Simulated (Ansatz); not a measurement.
# LaGe12Pt4: the cost of one run

Program: Ansatz 0.2.0. Level of theory: DFT PBEsol, scalar-relativistic, plane waves, PAW. These are calculated values, not measurements.

## 1. Starting point

Symmetry: Im-3, No. 204, cubic system. The conventional cell has a = 8.658 Å, b = 8.658 Å, c = 8.658 Å, α = 90.00°, β = 90.00°, γ = 90.00°. Around La (site symmetry m-3) lie 12 Ge at 3.34 Å and 8 Pt at 3.75 Å. Around Ge (site symmetry m) lie 2 Pt at 2.50 Å and 2 Ge at 2.50 to 2.61 Å. Around Pt (site symmetry -3) lie 6 Ge at 2.50 Å.

As a file:

```cif
data_structure
_symmetry_space_group_name_H-M 'Im-3'
_symmetry_Int_Tables_number 204
_cell_length_a 8.6585
_cell_length_b 8.6585
_cell_length_c 8.6585
_cell_angle_alpha 90.000
_cell_angle_beta 90.000
_cell_angle_gamma 90.000
_cell_volume 649.12
loop_
_atom_site_label
_atom_site_type_symbol
_atom_site_symmetry_multiplicity
_atom_site_Wyckoff_symbol
_atom_site_fract_x
_atom_site_fract_y
_atom_site_fract_z
_atom_site_occupancy
La1 La 2 a 0.00000 0.00000 0.00000 1
Ge1 Ge 24 g 0.34910 0.50000 0.85540 1
Pt1 Pt 8 c 0.25000 0.25000 0.75000 1
```

The structure comes from the Materials Project (structure only).

(A quick probe on a coarse mesh, which set the mesh and smearing, is not shown.)

## 3. Relaxing cell and atoms

Contents of input.yaml:

```yaml
crystal:
  lattice:
    - [-4.32924671, 4.32924671, 4.32924671]
    - [4.32924671, -4.32924671, 4.32924671]
    - [4.32924671, 4.32924671, -4.32924671]
  atoms:
    - { symbol: La, position: [0.0, 0.0, 0.0] }
    - { symbol: Ge, position: [0.35539561, 0.20450017, 0.84910456] }
    - { symbol: Ge, position: [0.64460439, 0.79549983, 0.15089544] }
    - { symbol: Ge, position: [0.64460439, 0.49370894, 0.84910456] }
    - { symbol: Ge, position: [0.35539561, 0.50629106, 0.15089544] }
    - { symbol: Ge, position: [0.20450017, 0.84910456, 0.35539561] }
    - { symbol: Ge, position: [0.79549983, 0.15089544, 0.64460439] }
    - { symbol: Ge, position: [0.49370894, 0.84910456, 0.64460439] }
    - { symbol: Ge, position: [0.50629106, 0.15089544, 0.35539561] }
    - { symbol: Ge, position: [0.84910456, 0.35539561, 0.20450017] }
    - { symbol: Ge, position: [0.15089544, 0.64460439, 0.79549983] }
    - { symbol: Ge, position: [0.84910456, 0.64460439, 0.49370894] }
    - { symbol: Ge, position: [0.15089544, 0.35539561, 0.50629106] }
    - { symbol: Pt, position: [0.0, 0.0, 0.5] }
    - { symbol: Pt, position: [0.5, 0.0, 0.0] }
    - { symbol: Pt, position: [0.0, 0.5, 0.0] }
    - { symbol: Pt, position: [0.5, 0.5, 0.5] }
basis:
  ecutwfc: 420
kpoints:
  mp_grid: { grid: [6, 6, 6] }
hamiltonian:
  xc: pbesol
scf:
  occupations: { method: gaussian, width: 0.1 }
output:
  forces: true
  stress: true
  eigenvalues: true
relax:
  adjacent_minimum: "off"
  f_tol: 0.005
  max_steps: 80
  cell: { stress_tol: 0.05 }
```

On the command line:

```console
$ ansatz run input.yaml --threads 4 --pin off --max-ram 10240MiB --backend cpu --events-out ev --progress --plain --runs-dir out
```

**Question.** How long does this run take on 4 threads of Intel Xeon Platinum 8488C (Sapphire Rapids), shared host, and how much memory does it need?

About 57 s, with a peak of 1.8 GiB.
